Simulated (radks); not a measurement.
# Rh in [Kr] 4d7 5s1 5d1: an all-electron calculation

The task here is to estimate one member of a computed series from the others.

Program: radks (a radial shooting solver on a logarithmic mesh, Libxc functionals) version 1. Level of theory: Dirac Kohn-Sham, OLYP, spin-unpolarised, spherical densities, point nucleus; open shells fill j = l - 1/2 first. These are calculated values, not measurements, unless marked.

## The system

| Item | Value |
| --- | --- |
| element | rhodium (Z = 45) |
| charge | 0 |
| electrons | 45 |
| configuration | [Kr] 4d7 5s1 5d1 |

Set-up of the first run:

Input:

```text
Z 45
configuration [Kr] 4d7 5s1 5d1
relativity Dirac
functional optx,lyp
spin unpolarised
j_filling energy
nucleus point
c 137.035999084
```

The run is started by

```bash
$ python run_ks.py task.json out
```

The same process makes all the runs of this session.

One of the session's tables, all rows but one given; the rest of the session is left out.

It belongs to the step «Orbitals and density». Radial moments (bohr):

| level | <r> | outermost maximum (interpolated) | 90 % within | nodes |
| --- | --- | --- | --- | --- |
| 1s1/2 | 0.03263 | 0.0212 | 0.0585 | 0 |
| 2s1/2 | 0.1416 | 0.120 | 0.219 | 1 |
| 2p1/2 | 0.1203 | 0.0929 | 0.197 | 0 |
| 2p3/2 | 0.1252 | 0.0970 | 0.204 | 0 |
| 3s1/2 | 0.3902 | 0.352 | 0.576 | 2 |
| 3p1/2 | 0.3827 | 0.338 | 0.577 | 1 |
| 3p3/2 | 0.3934 | 0.348 | 0.593 | 1 |
| 3d3/2 | 0.3677 | 0.289 | 0.584 | 0 |
| 3d5/2 | 0.3712 | 0.292 | 0.589 | 0 |
| 4s1/2 | 0.9776 | 0.881 | 1.42 | 3 |
| 4p1/2 | 1.055 | 0.926 | 1.56 | 2 |
| 4p3/2 | 1.085 | 0.951 | 1.60 | 2 |
| 4d3/2 | 1.457 | 1.12 | 2.32 | 1 |
| 4d5/2 | 1.475 | 1.13 | 2.35 | 1 |
| 5s1/2 | 2.900 | 2.44 | 4.31 | 4 |
| 5d3/2 | 10.45 | 9.30 | 15.9 | 2 |
| 5d5/2 | ? | ? | ? | ? |

**Question.** Estimate the row for 5d5/2.

As computed: <r>: 10.49; outermost maximum (interpolated): 9.31; 90 % within: 15.9; nodes: 2. In the column «<r>» it is the highest.
